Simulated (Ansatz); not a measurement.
# TaN: the cost of one run

Computed with Ansatz 0.2.0 (DFT r²SCAN+U (U = 4 eV, J = 0.9 eV on Ta d), plane waves, PAW, no spin–orbit coupling unless a run says so, unless a step's input says otherwise).

## (1) The structure to begin with

The structure is cubic, space group F-43m (No. 216). Conventional cell: a = 4.982 Å, b = 4.982 Å, c = 4.982 Å, α = 90.00°, β = 90.00°, γ = 90.00°. Ta (site symmetry -43m) has 4 N at 2.16 Å as nearest neighbours. N (site symmetry -43m) has 4 Ta at 2.16 Å as nearest neighbours.

As a file:

```cif
data_structure
_symmetry_space_group_name_H-M 'F-43m'
_symmetry_Int_Tables_number 216
_cell_length_a 4.9823
_cell_length_b 4.9823
_cell_length_c 4.9823
_cell_angle_alpha 90.000
_cell_angle_beta 90.000
_cell_angle_gamma 90.000
_cell_volume 123.68
loop_
_atom_site_label
_atom_site_type_symbol
_atom_site_symmetry_multiplicity
_atom_site_Wyckoff_symbol
_atom_site_fract_x
_atom_site_fract_y
_atom_site_fract_z
_atom_site_occupancy
Ta1 Ta 4 a 0.00000 0.00000 0.00000 1
N1 N 4 d 0.25000 0.25000 0.75000 1
```

Magnetic order typed: ferromagnetic.

An earlier series on this cell reached its lowest free state from «random orbitals: fully mixed, first filling», perhaps among other starts.

## (2) Random orbitals: single harmonics, second filling

input.yaml reads:

```yaml
crystal:
  lattice:
    - [0.0, 2.49114377, 2.49114377]
    - [2.49114377, 0.0, 2.49114377]
    - [2.49114377, 2.49114377, 0.0]
  atoms:
    - { symbol: Ta, position: [0.0, 0.0, 0.0], spin: 0.3 }
    - { symbol: "N", position: [0.25, 0.25, 0.25] }
basis:
  ecutwfc: 500
  ecutrho_ratio: 4
kpoints:
  mp_grid: { grid: [7, 7, 7] }
hamiltonian:
  xc: r2scan
  hubbard:
    sites:
      - { site: 0, l: d, u: 4.0, j: 0.9, starting_ns: [{ spin: up, occupation_matrix: s0up }, { spin: down, occupation_matrix: s0down }] }
    occupation_matrices:
      s0up:
        matrix:
          - [0.02, 0.0, 0.0, 0.0, 0.0]
          - [0.0, 0.02, 0.0, 0.0, 0.0]
          - [0.0, 0.0, 0.02, 0.0, 0.0]
          - [0.0, 0.0, 0.0, 0.02, 0.0]
          - [0.0, 0.0, 0.0, 0.0, 0.97]
      s0down:
        matrix:
          - [0.02, 0.0, 0.0, 0.0, 0.0]
          - [0.0, 0.02, 0.0, 0.0, 0.0]
          - [0.0, 0.0, 0.02, 0.0, 0.0]
          - [0.0, 0.0, 0.0, 0.02, 0.0]
          - [0.0, 0.0, 0.0, 0.0, 0.97]
    ns_hold: { iters: 12 }
scf:
  occupations: { method: gaussian, width: 0.05 }
  lower_state_search: "off"
  max_iter: 150
output:
  forces: true
  stress: true
  eigenvalues: true
  populations: true
  hubbard: { sites: [{ site: 0, l: d }] }
magnetization:
  spin_polarized: true
```

The typed matrices put 0.97 on the chosen orbitals and 0.02 on the others, and are held for 12 cycles.

Started as:

```
> ansatz run input.yaml --threads 2 --pin off --max-ram 3072MiB --backend cpu --events-out ev --progress --plain --runs-dir out
```

Q: Estimate wall time and peak memory on 2 threads of Arm Neoverse N1, shared host.

About 54 s, with a peak of 0.42 GiB.
